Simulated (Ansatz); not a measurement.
# HgPd: the cost of one run

Computed with Ansatz 0.2.0 (DFT LDA, scalar-relativistic, plane waves, PAW, unless a step's input says otherwise).

## (1) The structure to begin with

The structure is tetragonal, space group P4/mmm (No. 123). The conventional cell has a = 3.030 Å, b = 3.030 Å, c = 3.692 Å, α = 90.00°, β = 90.00°, γ = 90.00°. Hg (site symmetry 4/mmm) is surrounded by 8 Pd at 2.83 Å and 4 Hg at 3.03 Å. Around Pd (site symmetry 4/mmm) lie 8 Hg at 2.83 Å and 4 Pd at 3.03 Å.

Structure file:

```cif
data_structure
_symmetry_space_group_name_H-M 'P 1'
_symmetry_Int_Tables_number 1
_cell_length_a 3.0300
_cell_length_b 3.0300
_cell_length_c 3.6920
_cell_angle_alpha 90.000
_cell_angle_beta 90.000
_cell_angle_gamma 90.000
_cell_volume 33.89
loop_
_atom_site_label
_atom_site_type_symbol
_atom_site_fract_x
_atom_site_fract_y
_atom_site_fract_z
_atom_site_occupancy
Hg1 Hg 0.00000 0.00000 0.00000 1
Pd1 Pd 0.50000 0.50000 0.50000 1
```

Source of the structure: the Crystallography Open Database.

## (2) Probe: one point at the start

The input, input.yaml:

```yaml
crystal:
  lattice:
    - [3.0299525574, 0.0, 0.0]
    - [0.0, 3.0299525574, 0.0]
    - [0.0, 0.0, 3.692]
  atoms:
    - { symbol: Hg, position: [0.0, 0.0, 0.0] }
    - { symbol: Pd, position: [0.5, 0.5, 0.5] }
basis:
  ecutwfc: 420
kpoints:
  mp_grid: { grid: [6, 6, 6] }
hamiltonian:
  xc: lda
scf:
  occupations: { method: gaussian, width: 0.1 }
output:
  forces: true
  stress: true
  eigenvalues: true
```

On the command line:

```bash
$ ansatz run input.yaml --threads 1 --pin off --max-ram 1228MiB --backend cpu --events-out ev --progress --plain --runs-dir out
```

What time and memory should one allow on 1 thread of Arm Neoverse N1, shared host?

About 3.2 s, with a peak of 0.35 GiB.
